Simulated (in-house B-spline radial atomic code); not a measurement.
# Excitations of Tm³⁹⁺ as exact exchange is dialled in, part 2 of 2

Aim: follow the lowest excitations, the threshold and the polarisability of Tm³⁹⁺ as the share of exact exchange in a PBE hybrid goes from none to all.

Computed with the in-house B-spline radial atomic code; linear response of a closed shell, each method with its own adiabatic kernel; spin-free one-electron X2C, finite nucleus; B-spline basis; no spin-orbit coupling, no double excitations; only terms of natural parity, (−1)^L, with L up to 3 are computed. Rows of excitations, here in order of energy, give L, multiplicity, 0 for full response or 1 for Tamm-Dancoff, hole, particle, weight of that channel, energy (hartree) and multipole strength; threshold is minus the highest occupied level of the method. polarisability lists the dipole (1), quadrupole (2) and octupole (3) values; f_sum adds the dipole strengths of the shells that respond, at most the outer three principal shells; real and imaginary give α at real and imaginary frequencies.

### Step 7. 50 % exact exchange

Input settings:

```ini
Z = 69
electrons = 30.0
configuration = [Ar] 3d10 4s2
hamiltonian = x2c
method = pbeh
box_radius = 3.26
exact_exchange_fraction = 0.5
rms_radius = 5.2256
intervals = 64
```

Result record:

```text
status: converged
c6 [hartree bohr^6]: 0.009599621
f_sum: 28.1153
excitations:
  - [1, 3, 0, "4s", "4p", 1.0, 4.53408, 0.0]
  - [1, 3, 1, "4s", "4p", 1.0, 4.54737, 0.0]
  - [1, 1, 0, "4s", "4p", 0.999, 5.36339, 1.1823]
  - [1, 1, 1, "4s", "4p", 1.0, 5.40801, 1.3437]
  - [2, 3, 0, "4s", "4d", 1.0, 10.7541, 0.0]
  - [2, 3, 1, "4s", "4d", 1.0, 10.7568, 0.0]
  - [2, 1, 0, "4s", "4d", 1.0, 11.1306, 0.40417]
  - [2, 1, 1, "4s", "4d", 1.0, 11.1344, 0.41202]
  - [3, 3, 0, "4s", "4f", 1.0, 16.5052, 0.0]
  - [3, 3, 1, "4s", "4f", 1.0, 16.5072, 0.0]
  - [3, 1, 0, "4s", "4f", 1.0, 16.6952, 0.096015]
  - [3, 1, 1, "4s", "4f", 1.0, 16.6956, 0.096121]
  - [0, 3, 0, "4s", "5s", 1.0, 28.1998, 0.0]
  - [0, 3, 1, "4s", "5s", 1.0, 28.2, 0.0]
  - [0, 1, 0, "4s", "5s", 1.0, 28.4036, 0.0]
  - [0, 1, 1, "4s", "5s", 1.0, 28.4074, 0.0]
  - "... 80 more rows left out ..."
polarisability [au]: {"1": 0.04466096, "2": 0.003795148, "3": 0.0005698682}
threshold [hartree]: 69.21171
highest [hartree]: ["4s", -69.21171]
lowest_empty [hartree]: -63.53546
orbital_gaps [hartree]: {"4s-5s": 28.95794, "4s-4p": 5.676252, "4s-4d": 11.89499, "4s-4f": 17.67598}
```

Wall time 1 s (1 thread of Intel Xeon 6975P-C (Granite Rapids), shared host); peak memory 0.15 GiB.

The first dipole-allowed state is 4s→4p ¹P, 145.95 eV (f = 1.18). Without spin-orbit coupling the levels of so heavy an atom are a model. α = 0.04466 bohr³.

### Step 8. 60 % exact exchange

Settings: those of step 7 with these lines changed.

```diff
@@ -6,3 +6,3 @@
 box_radius = 3.26
-exact_exchange_fraction = 0.5
+exact_exchange_fraction = 0.6
 rms_radius = 5.2256
```

Result record:

```text
status: converged
c6 [hartree bohr^6]: 0.009686187
f_sum: 28.1154
excitations:
  - [1, 3, 0, "4s", "4p", 1.0, 4.51418, 0.0]
  - [1, 3, 1, "4s", "4p", 1.0, 4.5293, 0.0]
  - [1, 1, 0, "4s", "4p", 0.999, 5.34709, 1.1838]
  - [1, 1, 1, "4s", "4p", 1.0, 5.38986, 1.34]
  - [2, 3, 0, "4s", "4d", 1.0, 10.7646, 0.0]
  - [2, 3, 1, "4s", "4d", 1.0, 10.7673, 0.0]
  - [2, 1, 0, "4s", "4d", 1.0, 11.1409, 0.40484]
  - [2, 1, 1, "4s", "4d", 1.0, 11.1448, 0.4129]
  - "... 88 more rows left out ..."
polarisability [au]: {"1": 0.04496058, "2": 0.00379389, "3": 0.0005697949}
threshold [hartree]: 69.27903
highest [hartree]: ["4s", -69.27903]
lowest_empty [hartree]: -63.4415
orbital_gaps [hartree]: {"4s-5s": 29.08977, "4s-4p": 5.837528, "4s-4d": 12.08413, "4s-4f": 17.87283}
```

Run time: 1.3 s. Hardware: 1 thread of Intel Xeon 6975P-C (Granite Rapids), shared host; peak memory 0.15 GiB.

The first dipole-allowed state is 4s→4p ¹P, 145.50 eV (f = 1.18). Without spin-orbit coupling the levels of so heavy an atom are a model. α = 0.04496 bohr³.

### Step 9. 70 % exact exchange

Settings: those of step 8 with these lines changed.

```diff
@@ -6,3 +6,3 @@
 box_radius = 3.26
-exact_exchange_fraction = 0.6
+exact_exchange_fraction = 0.7
 rms_radius = 5.2256
```

Result record:

```text
status: converged
c6 [hartree bohr^6]: 0.009774207
f_sum: 28.1154
excitations:
  - [1, 3, 0, "4s", "4p", 1.0, 4.49415, 0.0]
  - [1, 3, 1, "4s", "4p", 1.0, 4.51124, 0.0]
  - [1, 1, 0, "4s", "4p", 0.999, 5.33071, 1.1853]
  - [1, 1, 1, "4s", "4p", 1.0, 5.37174, 1.3363]
  - [2, 3, 0, "4s", "4d", 1.0, 10.7751, 0.0]
  - [2, 3, 1, "4s", "4d", 1.0, 10.7777, 0.0]
  - [2, 1, 0, "4s", "4d", 1.0, 11.1511, 0.4055]
  - [2, 1, 1, "4s", "4d", 1.0, 11.1552, 0.41378]
  - [3, 3, 0, "4s", "4f", 1.0, 16.5261, 0.0]
  - [3, 3, 1, "4s", "4f", 1.0, 16.5282, 0.0]
  - [3, 1, 0, "4s", "4f", 1.0, 16.7157, 0.096144]
  - [3, 1, 1, "4s", "4f", 1.0, 16.7165, 0.096414]
  - "... 84 more rows left out ..."
polarisability [au]: {"1": 0.04526426, "2": 0.003792628, "3": 0.0005697229}
threshold [hartree]: 69.34628
highest [hartree]: ["4s", -69.34628]
lowest_empty [hartree]: -63.34769
orbital_gaps [hartree]: {"4s-5s": 29.22138, "4s-4p": 5.998587, "4s-4d": 12.27302, "4s-4f": 18.06948}
```

It took 1.4 s on 1 thread of Intel Xeon 6975P-C (Granite Rapids), shared host; peak memory 0.15 GiB.

The first dipole-allowed state is 4s→4p ¹P, 145.06 eV (f = 1.19). Without spin-orbit coupling the levels of so heavy an atom are a model. α = 0.04526 bohr³.

### Step 10. 80 % exact exchange

Settings: those of step 9 with these lines changed.

```diff
@@ -6,3 +6,3 @@
 box_radius = 3.26
-exact_exchange_fraction = 0.7
+exact_exchange_fraction = 0.8
 rms_radius = 5.2256
```

Result record:

```text
status: converged
c6 [hartree bohr^6]: 0.009863714
f_sum: 28.1155
excitations:
  - [1, 3, 0, "4s", "4p", 1.0, 4.47401, 0.0]
  - [1, 3, 1, "4s", "4p", 1.0, 4.49321, 0.0]
  - [1, 1, 0, "4s", "4p", 0.999, 5.31426, 1.1868]
  - [1, 1, 1, "4s", "4p", 1.0, 5.35364, 1.3326]
  - [2, 3, 0, "4s", "4d", 1.0, 10.7856, 0.0]
  - [2, 3, 1, "4s", "4d", 1.0, 10.7882, 0.0]
  - [2, 1, 0, "4s", "4d", 1.0, 11.1614, 0.40617]
  - [2, 1, 1, "4s", "4d", 1.0, 11.1656, 0.41467]
  - [3, 3, 0, "4s", "4f", 1.0, 16.5366, 0.0]
  - [3, 3, 1, "4s", "4f", 1.0, 16.5387, 0.0]
  - [3, 1, 0, "4s", "4f", 1.0, 16.726, 0.096208]
  - [3, 1, 1, "4s", "4f", 1.0, 16.7269, 0.096561]
  - "... 84 more rows left out ..."
polarisability [au]: {"1": 0.04557207, "2": 0.003791362, "3": 0.0005696519}
threshold [hartree]: 69.41347
highest [hartree]: ["4s", -69.41347]
lowest_empty [hartree]: -63.25404
orbital_gaps [hartree]: {"4s-5s": 29.35278, "4s-4p": 6.159429, "4s-4d": 12.46166, "4s-4f": 18.26593}
```

Wall time 1.4 s (1 thread of Intel Xeon 6975P-C (Granite Rapids), shared host); peak memory 0.15 GiB.

Lowest ¹P state: 4s→4p ¹P at 144.61 eV, oscillator strength 1.19. Without spin-orbit coupling the levels of so heavy an atom are a model. α = 0.04557 bohr³.

### Step 11. 90 % exact exchange

Settings: those of step 10 with these lines changed.

```diff
@@ -6,3 +6,3 @@
 box_radius = 3.26
-exact_exchange_fraction = 0.8
+exact_exchange_fraction = 0.9
 rms_radius = 5.2256
```

Result record:

```text
status: converged
c6 [hartree bohr^6]: 0.009954743
f_sum: 28.1156
excitations:
  - [1, 3, 0, "4s", "4p", 1.0, 4.45375, 0.0]
  - [1, 3, 1, "4s", "4p", 1.0, 4.47519, 0.0]
  - [1, 1, 0, "4s", "4p", 0.999, 5.29773, 1.1883]
  - [1, 1, 1, "4s", "4p", 1.0, 5.33556, 1.3289]
  - [2, 3, 0, "4s", "4d", 1.0, 10.7961, 0.0]
  - [2, 3, 1, "4s", "4d", 1.0, 10.7987, 0.0]
  - [2, 1, 0, "4s", "4d", 1.0, 11.1717, 0.40684]
  - [2, 1, 1, "4s", "4d", 1.0, 11.1761, 0.41556]
  - [3, 3, 0, "4s", "4f", 1.0, 16.547, 0.0]
  - [3, 3, 1, "4s", "4f", 1.0, 16.5493, 0.0]
  - [3, 1, 0, "4s", "4f", 1.0, 16.7362, 0.096273]
  - [3, 1, 1, "4s", "4f", 1.0, 16.7374, 0.09671]
  - [0, 3, 0, "4s", "5s", 1.0, 28.1752, 0.0]
  - [0, 3, 1, "4s", "5s", 1.0, 28.1756, 0.0]
  - [0, 1, 0, "4s", "5s", 1.0, 28.3794, 0.0]
  - [0, 1, 1, "4s", "5s", 1.0, 28.383, 0.0]
  - "... 80 more rows left out ..."
polarisability [au]: {"1": 0.04588409, "2": 0.003790092, "3": 0.0005695822}
threshold [hartree]: 69.4806
highest [hartree]: ["4s", -69.4806]
lowest_empty [hartree]: -63.16055
orbital_gaps [hartree]: {"4s-5s": 29.48396, "4s-4p": 6.320055, "4s-4d": 12.65005, "4s-4f": 18.46217}
```

Wall time 1.6 s (1 thread of Intel Xeon 6975P-C (Granite Rapids), shared host); peak memory 0.15 GiB.

Lowest ¹P state: 4s→4p ¹P at 144.16 eV, oscillator strength 1.19. Without spin-orbit coupling the levels of so heavy an atom are a model. α = 0.04588 bohr³.

### Step 12. 100 % exact exchange

Settings: those of step 11 with these lines changed.

```diff
@@ -6,3 +6,3 @@
 box_radius = 3.26
-exact_exchange_fraction = 0.9
+exact_exchange_fraction = 1.0
 rms_radius = 5.2256
```

Result record:

```text
status: converged
c6 [hartree bohr^6]: 0.01004733
f_sum: 28.1156
excitations:
  - [1, 3, 0, "4s", "4p", 1.0, 4.43337, 0.0]
  - [1, 3, 1, "4s", "4p", 1.0, 4.4572, 0.0]
  - [1, 1, 0, "4s", "4p", 0.999, 5.28113, 1.1897]
  - [1, 1, 1, "4s", "4p", 1.0, 5.3175, 1.3252]
  - [2, 3, 0, "4s", "4d", 1.0, 10.8067, 0.0]
  - [2, 3, 1, "4s", "4d", 1.0, 10.8093, 0.0]
  - [2, 1, 0, "4s", "4d", 1.0, 11.182, 0.40751]
  - [2, 1, 1, "4s", "4d", 1.0, 11.1867, 0.41645]
  - [3, 3, 0, "4s", "4f", 1.0, 16.5575, 0.0]
  - [3, 3, 1, "4s", "4f", 1.0, 16.5599, 0.0]
  - [3, 1, 0, "4s", "4f", 1.0, 16.7465, 0.096338]
  - [3, 1, 1, "4s", "4f", 1.0, 16.748, 0.096858]
  - "... 84 more rows left out ..."
polarisability [au]: {"1": 0.04620041, "2": 0.003788819, "3": 0.0005695136}
threshold [hartree]: 69.54768
highest [hartree]: ["4s", -69.54768]
lowest_empty [hartree]: -63.06721
orbital_gaps [hartree]: {"4s-5s": 29.61492, "4s-4p": 6.480466, "4s-4d": 12.83819, "4s-4f": 18.65821}
```

It took 1.6 s on 1 thread of Intel Xeon 6975P-C (Granite Rapids), shared host; peak memory 0.15 GiB.

The first dipole-allowed state is 4s→4p ¹P, 143.71 eV (f = 1.19). Without spin-orbit coupling the levels of so heavy an atom are a model. α = 0.04620 bohr³.

### Step 13. Summary of results

The summary covers parts 1 to 2.

| run | threshold (eV) | 4s→4p ¹P (eV) | 4s→4p ³P, Tamm-Dancoff (eV) | α (bohr³) | C6 (hartree bohr⁶) | time |
| --- | --- | --- | --- | --- | --- | --- |
| 0 % exact exchange | 1874.2 | 148.13 | 126.21 | 0.04322 | 0.009187 | 0.8 s |
| 10 % exact exchange | 1876.0 | 147.70 | 125.71 | 0.04350 | 0.009267 | 1.1 s |
| 20 % exact exchange | 1877.8 | 147.26 | 125.22 | 0.04379 | 0.009348 | 1.4 s |
| 30 % exact exchange | 1879.7 | 146.83 | 124.73 | 0.04407 | 0.009431 | 1.5 s |
| 40 % exact exchange | 1881.5 | 146.39 | 124.23 | 0.04437 | 0.009514 | 1.4 s |
| 50 % exact exchange | 1883.3 | 145.95 | 123.74 | 0.04466 | 0.009600 | 1 s |
| 60 % exact exchange | 1885.2 | 145.50 | 123.25 | 0.04496 | 0.009686 | 1.3 s |
| 70 % exact exchange | 1887.0 | 145.06 | 122.76 | 0.04526 | 0.009774 | 1.4 s |
| 80 % exact exchange | 1888.8 | 144.61 | 122.27 | 0.04557 | 0.009864 | 1.4 s |
| 90 % exact exchange | 1890.7 | 144.16 | 121.78 | 0.04588 | 0.009955 | 1.6 s |
| 100 % exact exchange | 1892.5 | 143.71 | 121.29 | 0.04620 | 0.01005 | 1.6 s |

In words: From 0 % exact exchange to 100 % exact exchange the threshold goes from 1874.2 to 1892.5 eV and α from 0.0432 to 0.0462 bohr³. 4s→4p ¹P moves from 148.13 eV (0 % exact exchange) to 143.71 eV (100 % exact exchange). 4s→4p ³P moves from 126.21 eV (0 % exact exchange) to 121.29 eV (100 % exact exchange). Exact exchange removes self-interaction, which deepens the highest level. Spin-orbit coupling, absent here, splits and mixes these terms strongly in an ion this highly charged, so they need not match single real levels.
